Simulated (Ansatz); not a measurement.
## AlSn under changes of volume

One of the cells (25.236 Å³/atom); the others are scaled copies at fixed shape and fractional positions:

```
CELL_PARAMETERS angstrom
4.19811 0.00000 0.00000
-2.09905 3.63567 0.00000
0.00000 0.00000 3.30685
ATOMIC_POSITIONS crystal
Sn 0.33333 0.66667 0.50000
Al 0.00000 0.00000 0.00000
```

The cell comes from a database or a generator and needn't be the stable form of this composition.

* Program: Ansatz 0.2.0
* Functional: LDA
* Potentials or basis: all-electron LAPW, scalar-relativistic
* Cutoff: 175 eV (chosen from the basis error)
* Basis error allowed: 0.001 eV/atom
* k mesh: 7 × 7 × 8
* Occupations: fermi-dirac, width 0.05 eV
* Spin: no spin polarisation

| volume (Å³/atom) | energy over the lowest point (meV/atom) | pressure (GPa) |
| --- | --- | --- |
| 23.722 | 0.00 | 0.2 |
| 24.227 | ? | ? |
| 24.731 | 6.01 | -2.1 |
| 25.236 | 14.03 | -3.0 |
| 25.741 | 24.84 | -3.8 |
| 26.245 | 38.02 | -4.5 |
| 26.750 | 53.31 | -5.2 |

Question: What does the run at 24.227 Å³/atom give?

Answer: Energy over the lowest point 1.20 meV/atom; pressure -1.0 GPa.

Worked out: A Birch-Murnaghan fit of order 3 (a polynomial in V^(-2/3)) to the other rows has its minimum at 23.82 Å³/atom with B0 = V·E''(V) = 61 GPa and B' = 5.5 at fixed shape and positions, which overstates the stiffness. It gives 1.18 meV/atom at 24.227 Å³/atom, against the run's 1.20, and -dE/dV = -1.0 GPa, against -1.0.

Energies are extrapolated to zero smearing.
